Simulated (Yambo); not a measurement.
# HfC (Fm-3m) in Yambo: further runs, part 2 of 3

Yambo 5.3.0.

**3. G0W0 quasiparticle levels, PBEsol**

g0w00.in reads:

```
gw0
dyson
el_el_corr
rim_cut
HF_and_locXC
ppa
em1d
RandQpts= 1000000
RandGvec= 50 RL
EXXRLvcs= 82 Ry
VXCRLvcs= 82 Ry
Chimod= "HARTREE"
% BndsRnXp
 1 | 68 |
%
NGsBlkXp= 12 Ry
% LongDrXp
 1 | 1 | 1 |
%
PPAPntXp= 27.21138 eV
% GbndRnge
 1 | 68 |
%
GTermKind= "BG"
DysSolver= "n"
ExtendOut
% QPkrange
 1 | 8 | 3 | 13 |
%
```

scf.in reads:

```
&CONTROL
  calculation = 'scf'
  prefix = 'pwscf'
  outdir = './tmp'
  pseudo_dir = './pseudo'
/
&SYSTEM
  ibrav = 0
  nat = 2
  ntyp = 2
  ecutwfc = 82
  nbnd = 14
  occupations = 'smearing'
  smearing = 'fd'
  degauss = 0.00367493
  force_symmorphic = .true.
/
&ELECTRONS
  conv_thr = 4d-10
  electron_maxstep = 120
  mixing_beta = 0.5
/
ATOMIC_SPECIES
Hf   178.4900 Hf.upf
C     12.0110 C.upf
CELL_PARAMETERS angstrom
   0.0000000000    2.3250000000    2.3250000000
   2.3250000000    0.0000000000    2.3250000000
   2.3250000000    2.3250000000    0.0000000000
ATOMIC_POSITIONS crystal
Hf     0.5000000000    0.5000000000    0.5000000000
C      0.0000000000    0.0000000000    0.0000000000
K_POINTS automatic
10 10 10 0 0 0
```

nscf.in reads:

```
&CONTROL
  calculation = 'nscf'
  prefix = 'pwscf'
  outdir = './tmp'
  pseudo_dir = './pseudo'
/
&SYSTEM
  ibrav = 0
  nat = 2
  ntyp = 2
  ecutwfc = 82
  nbnd = 68
  occupations = 'smearing'
  smearing = 'fd'
  degauss = 0.00367493
  force_symmorphic = .true.
/
&ELECTRONS
  conv_thr = 1d-08
  diago_full_acc = .true.
  diago_thr_init = 1d-06
/
ATOMIC_SPECIES
Hf   178.4900 Hf.upf
C     12.0110 C.upf
CELL_PARAMETERS angstrom
   0.0000000000    2.3250000000    2.3250000000
   2.3250000000    0.0000000000    2.3250000000
   2.3250000000    2.3250000000    0.0000000000
ATOMIC_POSITIONS crystal
Hf     0.5000000000    0.5000000000    0.5000000000
C      0.0000000000    0.0000000000    0.0000000000
K_POINTS automatic
4 4 4 0 0 0
```

Potentials or basis: PseudoDojo 0.4.1 SR PBEsol standard.

Started as:

```sh
$ OMP_NUM_THREADS=1 pw.x -in scf.in > scf.out
$ OMP_NUM_THREADS=1 pw.x -in nscf.in > nscf.out
$ cd tmp/pwscf.save; p2y; mv SAVE ../..; cd ../..
$ OMP_NUM_THREADS=1 yambo
$ OMP_NUM_THREADS=1 yambo -F g0w00.in -J g0w00 -C g0w00_out
```

Yambo's report:

```text
[... sections 02.01 to 02.04 as in the set-up run ...]

[... 5 lines left out ...]
  [X] Bosonic    Temperature                        :  0.258606E-1   300.100    [eV K]
  [X] Finite Temperature mode                       : yes
  [X] El. density                                   :  0.63653E+24 [cm-3]
  [X] Fermi Level                                   :  15.03356 [eV]

  [X] === Gaps and Widths ===
  [X] Conduction Band Min                           :  15.03356 [eV]
  [X] Valence Band Max                              :  15.03356 [eV]
  [X] Filled Bands                                  :   5
  [X] Metallic Bands                                :   6   9
  [X] Empty Bands                                   :   10   68

  [X] === Metallic Characters ===
  [X] N of el / N of met el                         :  16.00000   5.25051
  [X] Average metallic occ.                         :  0.328157

  [WARNING] [X] Metallic system

 [03] Transferred momenta grid and indexing
 ==========================================

 IBZ Q-points                                      :   8
 BZ  Q-points                                      :   64

 K/Q-points units:
 rlu = crystal or reduced units; cc = cartesian coordinates; iku = interal k-units

 Q [1]          [rlu]:  0.000000  0.000000  0.000000
 Q [2]          [rlu]: -0.20044E-16 -0.20044E-16  0.25000
 Q [3]          [rlu]:  0.40087E-16  0.40087E-16 -0.50000
 Q [4]          [rlu]: -0.27283E-16  0.25000      0.25000
 Q [5]          [rlu]: -0.61658E-17  0.25000      0.50000
 Q [6]          [rlu]:  0.12332E-16  0.25000     -0.25000
 Q [7]          [rlu]:  0.54566E-16 -0.50000     -0.50000
 Q [8]          [rlu]:  0.250000 -0.500000 -0.250000

 [04] Coloumb potential Random Integration (RIM)
 ===============================================

  [04.01] RIM initialization
  ==========================

  * Diagonal components only detected *

  8 x (sBL volume)        :  0.182791 [a.u.]
  sBZ random points       :  1000000
  Points outside the sBZ  :   7968281
  RL volume               :  1.462326 [a.u.]
  Integrated volume       :  1.468147 [a.u.]

  [04.02] RIM integrals
  =====================

  Gamma point sphere radius             :  0.102944 [a.u.]
  Points outside the sphere             :   800476
[... 354 lines left out ...]
   B=9 Eo= -0.18 E= -0.32 E-Eo= -0.14 Re(Z)=0.77 Im(Z)=-0.136268E-2 nlXC= -15.4508 lXC= -14.2216 So=  1.05073
   B=10 Eo=  4.47 E=  4.90 E-Eo=  0.43 Re(Z)=0.80 Im(Z)= 0.899647E-3 nlXC= -9.86940 lXC= -15.3431 So= -4.93596
   B=11 Eo=  5.55 E=  5.86 E-Eo=  0.31 Re(Z)=0.78 Im(Z)=-0.317613E-2 nlXC= -8.67490 lXC= -15.1262 So= -6.04911
   B=12 Eo=  5.55 E=  5.86 E-Eo=  0.31 Re(Z)=0.78 Im(Z)=-0.103845E-2 nlXC= -8.67489 lXC= -15.1262 So= -6.05428
   B=13 Eo=  7.06 E=  7.13 E-Eo=  0.08 Re(Z)=0.80 Im(Z)= -0.02402 nlXC= -8.24297 lXC=-14.33767 So= -5.99775

  QP [eV] @ K [5] (iku): -0.125000 -0.375000  0.375000
   B=3 Eo=-29.49 E=-29.24 E-Eo=  0.26 Re(Z)=-.05 Im(Z)= -0.04453 nlXC=-28.39352 lXC=-19.89547 So=  7.02952
   B=4 Eo=-29.40 E=-29.17 E-Eo=  0.22 Re(Z)=-.01 Im(Z)= -0.06567 nlXC=-28.39722 lXC=-19.98168 So=  8.56345
   B=5 Eo= -9.33 E= -9.64 E-Eo= -0.31 Re(Z)=0.72 Im(Z)= -0.26120 nlXC=-21.29978 lXC=-14.47226 So=  6.38556
   B=6 Eo= -4.08 E= -4.25 E-Eo= -0.17 Re(Z)=0.74 Im(Z)= -0.01758 nlXC=-16.47179 lXC=-13.11205 So=  3.13168
   B=7 Eo= -2.44 E= -2.59 E-Eo= -0.16 Re(Z)=0.77 Im(Z)=-0.541815E-2 nlXC= -16.2571 lXC= -13.6990 So=  2.35103
   B=8 Eo= -1.59 E= -1.68 E-Eo= -0.09 Re(Z)=0.77 Im(Z)=-0.139207E-2 nlXC= -16.3175 lXC= -14.3278 So=  1.86904
   B=9 Eo=  1.98 E=  2.10 E-Eo=  0.12 Re(Z)=0.79 Im(Z)=-0.121388E-2 nlXC= -9.25515 lXC= -13.6647 So= -4.26179
   B=10 Eo=  6.13 E=  6.61 E-Eo=  0.48 Re(Z)=0.79 Im(Z)= 0.145857E-1 nlXC= -8.53481 lXC= -15.5048 So= -6.36773
   B=11 Eo=  6.33 E=  6.70 E-Eo=  0.36 Re(Z)=0.76 Im(Z)=-0.124230E-1 nlXC= -8.36948 lXC= -15.3092 So= -6.46315
   B=12 Eo=  8.36 E=  8.70 E-Eo=  0.34 Re(Z)=0.78 Im(Z)=-0.107659E-1 nlXC= -9.30364 lXC= -15.9346 So= -6.19925
   B=13 Eo=  9.29 E=  9.40 E-Eo=  0.11 Re(Z)=0.77 Im(Z)= 0.220040E-2 nlXC= -7.97417 lXC= -14.5889 So= -6.47580
[... 14 lines left out ...]
  QP [eV] @ K [7] (iku): -0.500000  0.000000  0.000000
   B=3 Eo=-29.48 E=-29.54 E-Eo= -0.07 Re(Z)=0.05 Im(Z)=  0.06991 nlXC=-28.39361 lXC=-19.91823 So=  5.94800
   B=4 Eo=-29.48 E=-29.54 E-Eo= -0.07 Re(Z)=0.05 Im(Z)=  0.06980 nlXC=-28.39361 lXC=-19.91823 So=  5.95210
   B=5 Eo=-10.14 E=-10.39 E-Eo= -0.25 Re(Z)=0.67 Im(Z)=-0.136584E-1 nlXC= -21.3446 lXC= -14.2055 So=  6.76431
   B=6 Eo= -2.36 E= -2.71 E-Eo= -0.35 Re(Z)=0.77 Im(Z)=-0.278075E-2 nlXC= -17.0166 lXC= -13.7119 So=  2.84847
   B=7 Eo= -1.58 E= -1.59 E-Eo= -0.01 Re(Z)=0.80 Im(Z)=-0.932029E-3 nlXC= -12.1282 lXC= -12.3936 So=-0.271820
   B=8 Eo=  0.16 E= -0.05 E-Eo= -0.21 Re(Z)=0.77 Im(Z)=-0.132557E-2 nlXC= -13.2812 lXC= -14.4576 So= -1.45082
   B=9 Eo=  0.16 E= -0.05 E-Eo= -0.21 Re(Z)=0.77 Im(Z)=-0.132152E-2 nlXC= -13.2812 lXC= -14.4576 So= -1.45217
   B=10 Eo=  5.54 E=  6.03 E-Eo=  0.49 Re(Z)=0.79 Im(Z)=-0.361911E-3 nlXC= -9.99110 lXC= -15.8801 So= -5.26999
   B=11 Eo=  6.97 E=  7.45 E-Eo=  0.47 Re(Z)=0.74 Im(Z)= 0.827442E-2 nlXC= -8.65607 lXC= -15.8728 So= -6.57829
   B=12 Eo=  6.97 E=  7.45 E-Eo=  0.48 Re(Z)=0.74 Im(Z)= 0.851335E-2 nlXC= -8.65607 lXC= -15.8728 So= -6.57230
   B=13 Eo=  8.58 E=  8.77 E-Eo=  0.19 Re(Z)=0.76 Im(Z)=  0.12534 nlXC= -6.56608 lXC=-12.87405 So= -6.06241

  QP [eV] @ K [8] (iku): -0.500000  0.250000  0.000000
   B=3 Eo=-29.66 E=-29.76 E-Eo= -0.10 Re(Z)=0.06 Im(Z)=  0.03547 nlXC=-28.38763 lXC=-19.75971 So=  7.37987
   B=4 Eo=-29.49 E=-29.40 E-Eo=  0.09 Re(Z)=0.06 Im(Z)= -0.11204 nlXC=-28.38271 lXC=-19.89946 So=  7.16904
   B=5 Eo= -9.38 E= -9.81 E-Eo= -0.42 Re(Z)=0.89 Im(Z)=  0.10620 nlXC=-21.37654 lXC=-14.52448 So=  6.38305
   B=6 Eo= -2.77 E= -2.85 E-Eo= -0.08 Re(Z)=0.74 Im(Z)= -0.02425 nlXC=-16.32394 lXC=-13.87951 So=  2.33361
   B=7 Eo= -2.49 E= -2.69 E-Eo= -0.20 Re(Z)=0.76 Im(Z)=-0.572325E-2 nlXC= -16.0673 lXC= -13.4002 So=  2.40324
   B=8 Eo= -2.49 E= -2.69 E-Eo= -0.20 Re(Z)=0.76 Im(Z)=-0.572657E-2 nlXC= -16.0673 lXC= -13.4002 So=  2.40389
   B=9 Eo=  3.90 E=  4.08 E-Eo=  0.18 Re(Z)=0.78 Im(Z)=-0.142009E-2 nlXC= -8.94872 lXC= -14.3419 So= -5.16272
   B=10 Eo=  3.90 E=  4.08 E-Eo=  0.18 Re(Z)=0.78 Im(Z)=-0.170057E-2 nlXC= -8.94870 lXC= -14.3419 So= -5.16143
   B=11 Eo=  6.99 E=  7.48 E-Eo=  0.50 Re(Z)=0.75 Im(Z)=-0.134363E-1 nlXC= -8.64903 lXC= -15.8890 So= -6.57792
   B=12 Eo=  7.27 E=  7.64 E-Eo=  0.37 Re(Z)=0.77 Im(Z)=  0.04124 nlXC= -8.44680 lXC=-14.71258 So= -5.77693
   B=13 Eo=  8.52 E=  8.90 E-Eo=  0.38 Re(Z)=0.79 Im(Z)=  0.02604 nlXC= -9.76859 lXC=-16.56702 So= -6.31521

  [WR./g0w00//ndb.QP]-------------------------------------------------------------
   Lattice constants                                :  4.393613  4.393613  4.393613
   Coulomb cutoff potential                         : none
   Electronic Temperature                           :  300.1000 [K]
   Bosonic    Temperature                           :  300.1000 [K]
   Green`s function   energies                      : Perdew, Burke & Ernzerhof SOL(X)+Perdew, Burke & Ernzerhof SOL(C)
   wavefunctions                                    : Perdew, Burke & Ernzerhof SOL(X)+Perdew, Burke & Ernzerhof SOL(C)
   PPA    diel. fun.  energies                      : Perdew, Burke & Ernzerhof SOL(X)+Perdew, Burke & Ernzerhof SOL(C)
   wavefunctions                                    : Perdew, Burke & Ernzerhof SOL(X)+Perdew, Burke & Ernzerhof SOL(C)
   QP tot states                                    :   88
   GW solver                                        : Newton
   GW approximation                                 : PPA
   PPA imaginary Energy                             :  27.21138 ev
   RIM G`s                                          :   51
   RIM random pts                                   :  1000000
   dS/dw steps                                      :  2
   dS/dw step                                       :  0.100000 ev
   X G`s                                            :  137 used
   X G`s                                            :  137 disk
   X bands                                          :    1   68
   X poles                                          :  100.0000 o/o
   X e/h E range                                    : -1.000000 -1.000000 ev
   X Hxc Kernel                                     : HARTREE
   X BZ energy Double Grid                          : no
   X Optical Averaged directions                    : none
   Sc/G bands                                       :    1   68
   Sc/G damping                                     :  0.100000 ev
   Sc bands terminator                              : yes
   Sc terminator kind                               : BG
   Sc Terminator pole                               :  40.81708
   Sx RL components                                 :  2133

   QP @ state[ 1 ] K range                          :   1   8
   QP @ state[ 1 ] b range                          :   3  13
   GF energies kind                                 : Perdew, Burke & Ernzerhof SOL(X)+Perdew, Burke & Ernzerhof SOL(C)
   GF WF`s kind                                     : Perdew, Burke & Ernzerhof SOL(X)+Perdew, Burke & Ernzerhof SOL(C)
   Xs energies kind                                 : Perdew, Burke & Ernzerhof SOL(X)+Perdew, Burke & Ernzerhof SOL(C)
   Xs WF`s kind                                     : Perdew, Burke & Ernzerhof SOL(X)+Perdew, Burke & Ernzerhof SOL(C)
```

Wall time 6.9 min (1 thread of Arm Neoverse V2, shared host); peak memory 0.32 GiB.

What came out:

```
Band gap on the k mesh, mean-field level : none (metal or under the smearing width)
```

Quasiparticle terms (eV):
| k point | band | Kohn-Sham level | Vxc | Σx | Σc | Z | result |
| --- | --- | --- | --- | --- | --- | --- | --- |
| (0.000, 0.000, 0.000) | 3 | -29.24 | -20.10 | -28.44 | 5.31 | 0.09 | -29.56 |
| (0.000, 0.000, 0.000) | 4 | -29.24 | -20.10 | -28.44 | 5.31 | 0.09 | -29.56 |
| (0.000, 0.000, 0.000) | 5 | -12.06 | -13.33 | -21.14 | 7.76 | 0.74 | -12.10 |
| (0.000, 0.000, 0.000) | 6 | 1.28 | -14.72 | -12.90 | -2.05 | 0.77 | 1.10 |
| (0.000, 0.000, 0.000) | 7 | 1.28 | -14.72 | -12.90 | -2.05 | 0.77 | 1.10 |
| (0.000, 0.000, 0.000) | 8 | 1.28 | -14.72 | -12.90 | -2.06 | 0.77 | 1.09 |
| (0.000, 0.000, 0.000) | 9 | 1.59 | -13.60 | -8.72 | -4.58 | 0.80 | 1.83 |
| (0.000, 0.000, 0.000) | 10 | 1.59 | -13.60 | -8.72 | -4.58 | 0.80 | 1.83 |
| (0.000, 0.000, 0.000) | 11 | 1.59 | -13.60 | -8.72 | -4.58 | 0.80 | 1.83 |
| (0.000, 0.000, 0.000) | 12 | 3.60 | -15.01 | -9.86 | -4.67 | 0.81 | 3.99 |
| (0.000, 0.000, 0.000) | 13 | 3.60 | -15.01 | -9.86 | -4.67 | 0.81 | 3.99 |
| (0.000, 0.000, 0.250) | 3 | -29.28 | -20.07 | -28.42 | 8.37 | 0.11 | -29.15 |
| (0.000, 0.000, 0.250) | 4 | -29.28 | -20.07 | -28.42 | 8.37 | 0.11 | -29.15 |
| (0.000, 0.000, 0.250) | 5 | -10.62 | -13.79 | -21.02 | 6.94 | 0.84 | -10.88 |
| (0.000, 0.000, 0.250) | 6 | -2.80 | -13.54 | -16.08 | 2.30 | 0.76 | -2.98 |
| (0.000, 0.000, 0.250) | 7 | -1.52 | -14.27 | -16.02 | 1.67 | 0.77 | -1.58 |
| (0.000, 0.000, 0.250) | 8 | -1.52 | -14.27 | -16.02 | 1.68 | 0.77 | -1.57 |
| (0.000, 0.000, 0.250) | 9 | 3.22 | -13.59 | -8.61 | -4.85 | 0.79 | 3.33 |
| (0.000, 0.000, 0.250) | 10 | 3.26 | -14.20 | -8.60 | -5.22 | 0.79 | 3.56 |
| (0.000, 0.000, 0.250) | 11 | 3.26 | -14.20 | -8.60 | -5.21 | 0.79 | 3.56 |

Caveat: the k mesh is coarse (spacing up to 0.59 Å⁻¹), so the values aren't converged; the plasmon-pole model is rough for a metal; the screening block or the number of bands is too small for a converged GW gap; the ground state has no gap, which makes the many-body step unreliable; this version prints the column dSc/dw multiplied by 27.2; the terminator is approximate in this version, by hundredths of an eV.

(Continued in part 3 of 3.)
